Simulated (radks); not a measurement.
# Ti⁴⁺ in [Ne] 3s2 3p5.75 4f0.25: an all-electron calculation

One table from this session's results is given with a row withheld; the runs are named, their logs left out.

Method: Dirac Kohn-Sham, LDA (Slater exchange, Perdew-Wang correlation), spin-unpolarised, spherical densities, finite nucleus; open shells fill j = l - 1/2 first. Code: radks (a radial shooting solver on a logarithmic mesh, Libxc functionals) version 1.

## The system

* element: titanium (Z = 22)
* charge: +4
* electrons: 18
* configuration: [Ne] 3s2 3p5.75 4f0.25
* nuclear rms radius: 3.5921 fm

Set-up of the first run:

Settings of this run:

```text
Z 22
configuration [Ne] 3s2 3p5.75 4f0.25
relativity Dirac
functional lda,pw
spin unpolarised
j_filling energy
nucleus finite rms 3.5921 fm
c 137.035999084
```

Steps of the session up to this table: Self-consistent calculation.

One table of the session follows, with a row left open; its other results are not shown here.

It belongs to the step «Orbitals and density». From the orbitals of this run (lengths in bohr):

| level | <r> | outermost maximum (interpolated) | 90 % within | nodes |
| --- | --- | --- | --- | --- |
| 1s1/2 | 0.06973 | 0.0456 | 0.125 | 0 |
| 2s1/2 | ? | ? | ? | ? |
| 2p1/2 | 0.2884 | 0.218 | 0.475 | 0 |
| 2p3/2 | 0.2911 | 0.220 | 0.479 | 0 |
| 3s1/2 | 0.9712 | 0.855 | 1.44 | 2 |
| 3p1/2 | 1.015 | 0.873 | 1.54 | 1 |
| 3p3/2 | 1.021 | 0.879 | 1.55 | 1 |
| 4f5/2 | 3.680 | 3.28 | 5.42 | 0 |
| 4f7/2 | 3.681 | 3.28 | 5.42 | 0 |

Q: Estimate the row for 2s1/2 from the others.

**Answer.** <r>: 0.3256; outermost maximum (interpolated): 0.270; 90 % within: 0.506; nodes: 1. In the column «<r>» it lies between 2p3/2 (0.2911) and 3s1/2 (0.9712).
